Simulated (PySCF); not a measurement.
# B₂Cl₂GeH₄: electronic excitations and core binding energies

Wanted: the electronic excitations and core binding energies of B₂Cl₂GeH₄ (`[BH2][GeH2][B](Cl)Cl`), by calculation.

Programs: PySCF 2.14.0, with density-fitted response routines of our own. Each step states its level of theory. These are calculated values for one molecule in the gas phase, unless marked as measured. Atoms are numbered from 0 throughout.

### 1 The molecule as given

9 atoms, charge 0, multiplicity 1; geometry from: GFN2-xTB.

Bonds of the start (Å): B0–Ge1 2.00, Ge1–B2 2.03, B2–Cl3 1.71, B2–Cl4 1.71, B0–H5 1.17, B0–H6 1.17, Ge1–H7 1.50, Ge1–H8 1.50.

### 2 Excited states and response: CAM-B3LYP/def2-SVPD

Job settings and geometry (Å):

```
{"job": {"kind": "uv", "xc": "CAM-B3LYP", "basis": "def2-SVPD", "nstates": 8, "ntriplets": 3}, "charge": 0, "multiplicity": 1}
B      1.660259    -0.423418     0.357061
Ge     0.158066     0.638985    -0.416126
B     -1.611551    -0.231536     0.067762
Cl    -2.393073     0.142956     1.539185
Cl    -2.288913    -1.441146    -0.929988
H      2.023677    -0.228301     1.448190
H      2.144108    -1.302770    -0.237140
H      0.115997     2.062617     0.053354
H      0.204992     0.788607    -1.907478
```

With the program's defaults for keys left out, this is: TDDFT CAM-B3LYP/def2-SVPD, vertical, gas phase, core orbitals frozen in the response.

The run is started by

```
$ OMP_NUM_THREADS=1 python probes_run.py task.json out
```

The driver reads the jobs from task.json and runs them one after another.

Output:

```text
coarse grid: 40296 points
cycle   1  E = -3049.0221309558  dE = -7.131e-02  |g| = 4.589e-01  |ddm| = 3.602e+00
cycle   2  E = -3049.0249969261  dE = -2.866e-03  |g| = 4.767e-01  |ddm| = 9.688e-01
cycle   3  E = -3049.0659404694  dE = -4.094e-02  |g| = 3.013e-02  |ddm| = 5.322e-01
cycle   4  E = -3049.0662598291  dE = -3.194e-04  |g| = 2.118e-02  |ddm| = 8.997e-02
cycle   5  E = -3049.0663804831  dE = -1.207e-04  |g| = 3.044e-03  |ddm| = 3.431e-02
cycle   6  E = -3049.0663837143  dE = -3.231e-06  |g| = 9.902e-04  |ddm| = 6.901e-03
final grid: 80440 points
cycle   7  E = -3049.0663407802  dE = -4.311e-07  |g| = 6.616e-04  |ddm| = 2.918e-03
cycle   8  E = -3049.0663408654  dE = -8.526e-08  |g| = 5.330e-04  |ddm| = 1.753e-03
cycle   9  E = -3049.0663409223  dE = -5.684e-08  |g| = 7.080e-05  |ddm| = 6.869e-04
cycle  10  E = -3049.0663409255  dE = -3.238e-09  |g| = 3.618e-05  |ddm| = 1.507e-04
cycle  11  E = -3049.0663409266  dE = -1.131e-09  |g| = 7.661e-06  |ddm| = 1.448e-04
cycle  12  E = -3049.0663409267  dE = -2.956e-11  |g| = 2.327e-06  |ddm| = 1.279e-05
converged SCF energy = -3049.0663409267

Static polarisability (au): isotropic 86.429, principal 74.309 87.763 97.214

Singlet excitations
state   eV       nm        f      main configurations
  1   4.1835    296.4   0.02775   H->L 0.69, H-1->L 0.21
  2   4.8503    255.6   0.01323   H->L+1 0.47, H-1->L 0.38, H->L 0.11
  3   5.2814    234.8   0.00197   H-2->L 0.67, H-5->L 0.13, H-3->L 0.12
  4   5.5898    221.8   0.01730   H->L+1 0.49, H-1->L 0.36, H->L 0.12
  5   5.7137    217.0   0.00008   H-3->L 0.41, H-2->L+1 0.26, H-3->L+1 0.13
  6   6.3799    194.3   0.00296   H-5->L 0.60, H-3->L+1 0.15, H-2->L 0.12
  7   6.7428    183.9   0.05962   H-4->L 0.60, H-4->L+1 0.18, H-2->L+1 0.12
  8   6.7988    182.4   0.19209   H-1->L+1 0.85

Triplet excitations (Tamm-Dancoff, eV): 3.3709 4.1635 4.7506
```

Wall time 56 s (1 thread of Intel Xeon at 2.50GHz, shared host); peak memory 0.69 GiB.

The orbitals next to the gap, with their largest atomic shares:

```
orbital      eV                         atoms
 HOMO−3  -10.91  Cl3 31 %, Cl4 31 %, Ge1 10 %
 HOMO−2  -10.32   Ge1 26 %, Cl4 19 %, H7 17 %
 HOMO−1  -10.30    Ge1 30 %, B0 24 %, H8 11 %
   HOMO   -9.38   Ge1 26 %, B2 20 %, Cl3 16 %
   LUMO   -1.64    B0 40 %, Ge1 19 %, B2 13 %
 LUMO+1   -0.51    B2 38 %, B0 16 %, Cl4 15 %
 LUMO+2    0.76   B2 35 %, Cl4 17 %, Cl3 17 %
```

With each of the 8 states as a Gaussian band of 0.4 eV half-width at 1/e, the curve within the window shown has maxima at 295 nm (ε 1,200), 224 nm (ε 770), 183 nm (ε 10,000) L/(mol cm). Beyond the last state computed it falls off for lack of states. The curve at chosen wavelengths:

```tsv
nm	ε (L/mol/cm)
175	5530
182	10092
189	7748
196	3052
202	1005
209	490
216	648
223	773
230	715
237	614
243	590
250	622
257	658
264	691
271	764
278	897
284	1030
291	1141
298	1150
305	1048
312	868
319	660
325	490
332	326
339	204
346	122
```

Further results of this job:

```csv
property,computed
dipole moment (D),0.69
polarisability (Å³),12.81
HOMO–LUMO gap (eV),7.73
−ε(HOMO) (eV),9.38
```

### 3 Core holes by ΔSCF: SCAN, X2C

Settings changed since step 2:

```diff
@@ -1,2 +1,2 @@
-{"job": {"kind": "uv", "xc": "CAM-B3LYP", "basis": "def2-SVPD", "nstates": 8, "ntriplets": 3}, "charge": 0, "multiplicity": 1}
+{"job": {"kind": "xps"}, "charge": 0, "multiplicity": 1}
 B      1.660259    -0.423418     0.357061
```

Level: delta-SCF UKS SCAN, pcX-2 on the ionised atom, pcseg-1 elsewhere, spin-free X2C.

Output:

```text
ground state, core basis on atom 0 (B), 142 functions
  cycle   1  E = -3069.03363227  |g| = 2.47e-01
  cycle   2  E = -3069.02369082  |g| = 3.04e-01
  cycle   3  E = -3069.05001482  |g| = 8.69e-02
  cycle   4  E = -3069.05244301  |g| = 1.53e-02
  cycle   5  E = -3069.05251573  |g| = 3.49e-03
  cycle   6  E = -3069.05252009  |g| = 9.77e-04
  cycle   7  E = -3069.05252070  |g| = 1.84e-04
  E(ground) = -3069.19613519 Eh
hole in B 1s of atom 0
  cycle   1  E = -3061.41398916  |g| = 1.15e+00
  cycle   2  E = -3059.25505301  |g| = 1.95e+00
  cycle   3  E = -3061.62527332  |g| = 4.92e-01
  cycle   4  E = -3061.61277405  |g| = 5.15e-01
  cycle   5  E = -3061.81837811  |g| = 1.86e-01
  cycle   6  E = -3061.84198369  |g| = 1.32e-01
  cycle   7  E = -3061.84689917  |g| = 1.05e-01
  cycle   8  E = -3061.85021777  |g| = 8.67e-02
  cycle   9  E = -3061.85333816  |g| = 6.39e-02
  cycle  10  E = -3061.85587979  |g| = 3.35e-02
  cycle  11  E = -3061.85679849  |g| = 4.76e-03
  cycle  12  E = -3061.85681781  |g| = 2.20e-03
  cycle  13  E = -3061.85682113  |g| = 1.08e-03
  cycle  14  E = -3061.85682058  |g| = 4.27e-04
  E(ion) = -3061.99880333 Eh   <S^2> = 1.2387   hole on atom = 1.000   binding energy = 195.849 eV
ground state, core basis on atom 2 (B), 142 functions
  cycle   1  E = -3069.05638299  |g| = 6.39e-02
  cycle   2  E = -3069.05446161  |g| = 9.10e-02
  cycle   3  E = -3069.05701712  |g| = 1.66e-02
  cycle   4  E = -3069.05710118  |g| = 2.44e-03
  cycle   5  E = -3069.05710555  |g| = 3.22e-04
  E(ground) = -3069.20139530 Eh
hole in B 1s of atom 2
  cycle   1  E = -3061.34338015  |g| = 1.18e+00
  cycle   2  E = -3058.50488139  |g| = 2.37e+00
  cycle   3  E = -3061.63857159  |g| = 4.19e-01
  cycle   4  E = -3061.55865799  |g| = 4.90e-01
  cycle   5  E = -3061.77237024  |g| = 1.14e-01
  cycle   6  E = -3061.78214840  |g| = 6.62e-02
  cycle   7  E = -3061.78484932  |g| = 1.13e-02
  cycle   8  E = -3061.78495413  |g| = 5.10e-03
  cycle   9  E = -3061.78498724  |g| = 3.12e-03
  cycle  10  E = -3061.78500043  |g| = 2.97e-03
  cycle  11  E = -3061.78500772  |g| = 1.61e-03
  cycle  12  E = -3061.78501092  |g| = 4.53e-04
  E(ion) = -3061.92514668 Eh   <S^2> = 0.8237   hole on atom = 1.000   binding energy = 197.997 eV
ground state, core basis on atom 3 (Cl), 153 functions
  cycle   1  E = -3069.24765990  |g| = 4.86e-01
  cycle   2  E = -3069.24766757  |g| = 5.72e-02
  cycle   3  E = -3069.24701729  |g| = 6.63e-02
  cycle   4  E = -3069.24798812  |g| = 1.87e-02
  cycle   5  E = -3069.24809084  |g| = 2.32e-03
  cycle   6  E = -3069.24809251  |g| = 5.31e-04
  cycle   7  E = -3069.24809347  |g| = 9.63e-05
  E(ground) = -3069.37355243 Eh
hole in Cl 1s of atom 3
  cycle   1  E = -2964.02077881  |g| = 5.47e+00
  cycle   2  E = -2963.94090599  |g| = 2.37e+00
  cycle   3  E = -2962.97050185  |g| = 1.78e+00
  cycle   4  E = -2965.14037788  |g| = 3.67e-01
  cycle   5  E = -2965.15141866  |g| = 3.69e-01
  cycle   6  E = -2965.26668253  |g| = 5.61e-02
  cycle   7  E = -2965.26796053  |g| = 3.40e-02
  cycle   8  E = -2965.26846961  |g| = 1.20e-02
  cycle   9  E = -2965.26855557  |g| = 3.54e-03
  cycle  10  E = -2965.26856316  |g| = 5.21e-04
  cycle  11  E = -2965.26856216  |g| = 2.62e-04
  E(ion) = -2965.40243514 Eh   <S^2> = 0.7520   hole on atom = 1.000   binding energy = 2829.198 eV
hole in Cl 2p of atom 3
  cycle   1  E = -3061.15742518  |g| = 1.71e+00
  cycle   2  E = -3060.69837531  |g| = 1.52e+00
  cycle   3  E = -3061.41127348  |g| = 5.26e-01
  cycle   4  E = -3061.57757945  |g| = 2.76e-01
  cycle   5  E = -3061.62154336  |g| = 8.94e-02
  cycle   6  E = -3061.62550373  |g| = 2.02e-02
  cycle   7  E = -3061.62571806  |g| = 6.23e-03
  cycle   8  E = -3061.62574662  |g| = 2.64e-03
  cycle   9  E = -3061.62575142  |g| = 4.58e-04
  E(ion) = -3061.75939314 Eh   <S^2> = 0.7516   hole on atom = 1.001   binding energy = 207.192 eV
  2p3/2 = 206.605 eV   2p1/2 = 208.259 eV
```

Run time: 1.9 min. Hardware: 1 thread of Intel Xeon at 2.50GHz, shared host; peak memory 0.61 GiB.

The holes in one table. −ε is the ground-state orbital energy:

```csv
hole,stands for,environment,ΔSCF (eV; 2p as the shell's mean),−ε (eV),⟨S²⟩
B1s on B0,B0,"boron bonded to Ge, 2 H",195.85 (doubtful),180.9,1.239
B1s on B2,B2,"boron bonded to 2 Cl, Ge",198.00,183.0,0.824
Cl1s on Cl3,"Cl3, Cl4",chlorine bonded to B,2829.20,2764.3,0.752
Cl2p on Cl3,"Cl3, Cl4",chlorine bonded to B,207.16,194.2,0.752
```

Each hole run stands for the others of its class of like atoms.

Doubtful: the ion did not converge, its hole moved, or its ⟨S²⟩ is well above 0.75.

With the spin-orbit splitting: Cl3 2p3/2 206.60, 2p1/2 208.26 eV. The table gives each 2p level as the mean over the whole 2p shell (two parts 2p3/2, one part 2p1/2), which differs a little from the single hole in the log.

### 4 Outcome

| quantity | value |
| --- | --- |
| lowest singlet (CAM-B3LYP/def2-SVPD) | 4.18 eV (296 nm), f = 0.028 |
| brightest single state of those computed | state 8, 6.80 eV, f = 0.192 |
| lowest triplet | 3.37 eV |
| B1s binding energies, SCAN/pcX-2 (standing for 1 of 2 atoms) | B2 198.00 eV |
| Cl1s binding energies, SCAN/pcX-2 | Cl3 2829.20 eV |
| Cl2p binding energies, SCAN/pcX-2 | Cl3 207.16 eV |

In words: The lowest singlet, at 4.18 eV, is HOMO→LUMO 0.69, HOMO−1→LUMO 0.21 and is weak; of the 8 states computed, the strongest absorption comes from state 8 at 6.80 eV (the last computed, so partners may be missing). The lowest triplet lies 0.81 eV below the lowest singlet (triplets in Tamm-Dancoff, singlets in full TDDFT).
